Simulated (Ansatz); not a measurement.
H₅NSi₂Zn, SMILES [SiH3][N]1[SiH2][Zn]1, a ladder of methods at one geometry

Program: Ansatz's Python interface.

Script `methods_h5nsi2zn.py`:
```python
"""One geometry of H5NSi2Zn, method by method."""

from pathlib import Path

import ansatz as az
import numpy as np

mol = (
    az.Crystal.molecule()
    .atom("Si", [-0.1713, 1.1891, -0.6515])
    .atom("N", [-0.5297, -0.5059, -0.3591])
    .atom("Si", [0.0192, -0.855, 1.2843])
    .atom("Zn", [0.0492, -2.0159, -1.0859])
    .atom("H", [-0.6747, 1.5695, -2.0358])
    .atom("H", [-0.9577, 2.0664, 0.3118])
    .atom("H", [1.2477, 1.5156, -0.5537])
    .atom("H", [-0.4206, -2.1503, 1.7183])
    .atom("H", [1.5265, -0.8599, 1.3545])
)

job = mol.calculation().basis(gaussian="def2-SVP")

print("functional    E (Ha)        dipole (D)   HOMO (eV)  LUMO (eV)")
for name in ["hf", "cam_b3lyp", "lda", "r2scan", "lc_wpbe", "pbe"]:
    data = job.functional(name).forces().orbitals().run(runs_dir="runs").report
    lines = Path(data["orbitals_path"]).read_text().splitlines()
    field_of = lambda key: [line.split("=")[1].strip() for line in lines if line.startswith(key)]
    orbitals = [(27.211386 * float(e), s, float(n)) for e, s, n in zip(field_of("Ene="), field_of("Spin="), field_of("Occup="))]
    homo = max(e for e, _, n in orbitals if n > 0.5)
    lumo = min(e for e, _, n in orbitals if n < 0.5)
    dipole = 4.803205 * np.linalg.norm(data["charge_distribution"]["dipole_moment_e_ang"])
    print(f"{name:10s} {data['free_energy_ev'] / 27.211386246:14.6f} {dipole:9.3f} {homo:11.3f} {lumo:10.3f}")
```

```console
$ python methods_h5nsi2zn.py
functional    E (Ha)        dipole (D)   HOMO (eV)  LUMO (eV)
hf           -2412.414957     1.821      -5.818     -1.598
cam_b3lyp    -2415.616713     1.262      -5.722     -3.256
lda          -2409.856491     1.511      -4.561     -4.638
r2scan       -2415.457593     1.687      -4.546     -4.509
lc_wpbe      -2415.050941     2.365      -6.559     -2.403
pbe          -2414.911532     1.569      -4.417     -4.440
```

Total energies depend on the basis set; only differences at equal settings carry meaning. The geometry is a force-field or estimated start, not a minimum of this method, and the basis set is short of its limit. A lower total doesn't mark the better method: functionals have no common bound, and MP2 and coupled cluster aren't variational. Levels such as HOMO and LUMO are orbital energies: with these approximate functionals they aren't the ionisation energy and electron affinity, and their gap isn't the fundamental gap. The whole script took 44 s on 1 thread of Arm Neoverse V2, with other jobs on the host, peak memory 0.35 GiB.
